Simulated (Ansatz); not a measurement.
# CH9AlOSi2: the cost of one run

All numbers below are computed with Ansatz 0.2.0 (RKS BHLYP/6-31G*).

## Step 1: The starting structure

Bond lengths: O1–Al2 1.817 Å, Al2–Si3 2.335 Å, Al2–C4 1.976 Å, C4–Si5 1.809 Å, O1–H6 0.990 Å, Si3–H7 1.527 Å, Si3–H8 1.486 Å, Si3–H9 1.463 Å, C4–H10 1.125 Å, C4–H11 1.172 Å, Si5–H12 1.510 Å, Si5–H13 1.502 Å, Si5–H14 1.430 Å. Angles (14 of 22 angles, heavy atoms first): O1–Al2–Si3 118.4°, O1–Al2–C4 123.5°, Si3–Al2–C4 118.2°, Al2–C4–Si5 113.2°, Al2–O1–H6 105.2°, Al2–Si3–H7 109.8°, Al2–Si3–H8 110.9°, Al2–Si3–H9 110.3°, Al2–C4–H10 107.8°, Al2–C4–H11 107.0°, Si5–C4–H10 112.1°, Si5–C4–H11 112.0°, C4–Si5–H12 108.4°, C4–Si5–H13 109.5°.

Structure file:

```xyz
14

O    -1.2227    0.0128    2.5606
Al   -0.5112   -0.2940    0.9174
Si    1.1857   -1.8863    0.7231
C    -1.0538    0.6933   -0.7063
Si    0.3037    1.6160   -1.4659
H    -2.0262   -0.5644    2.6072
H     2.3785   -1.4778    1.5842
H     1.6918   -1.9526   -0.6720
H     0.7253   -3.1826    1.2199
H    -1.5144   -0.0446   -1.4199
H    -1.9430    1.3928   -0.4016
H     0.8390    2.5979   -0.4517
H    -0.2081    2.3666   -2.6620
H     1.3425    0.6936   -1.8042
```

## Step 2: Relaxing end A

The input, input.yaml:

```yaml
crystal:
  periodic: [false, false, false]
  atoms:
    - { symbol: O, position_ang: [-1.2227, 0.0128, 2.5606] }
    - { symbol: Al, position_ang: [-0.5112, -0.294, 0.9174] }
    - { symbol: Si, position_ang: [1.1857, -1.8863, 0.7231] }
    - { symbol: C, position_ang: [-1.0538, 0.6933, -0.7063] }
    - { symbol: Si, position_ang: [0.3037, 1.616, -1.4659] }
    - { symbol: H, position_ang: [-2.0262, -0.5644, 2.6072] }
    - { symbol: H, position_ang: [2.3785, -1.4778, 1.5842] }
    - { symbol: H, position_ang: [1.6918, -1.9526, -0.672] }
    - { symbol: H, position_ang: [0.7253, -3.1826, 1.2199] }
    - { symbol: H, position_ang: [-1.5144, -0.0446, -1.4199] }
    - { symbol: H, position_ang: [-1.943, 1.3928, -0.4016] }
    - { symbol: H, position_ang: [0.839, 2.5979, -0.4517] }
    - { symbol: H, position_ang: [-0.2081, 2.3666, -2.662] }
    - { symbol: H, position_ang: [1.3425, 0.6936, -1.8042] }
basis:
  gaussian: { orbitals: "6-31G*" }
hamiltonian:
  xc: { name: BHLYP }
relax:
  f_tol: 0.02
  max_steps: 50
output:
  orbitals: {}
```

Run with:

```sh
$ ansatz run input.yaml --threads 2 --pin off --max-ram 3072MiB --backend cpu --events-out ev --progress --plain --runs-dir out
```

What time and memory should one allow on 2 threads of INTEL XEON PLATINUM 8581C at 2.10GHz (Emerald Rapids), shared host?

About 58 s, with a peak of 0.27 GiB.
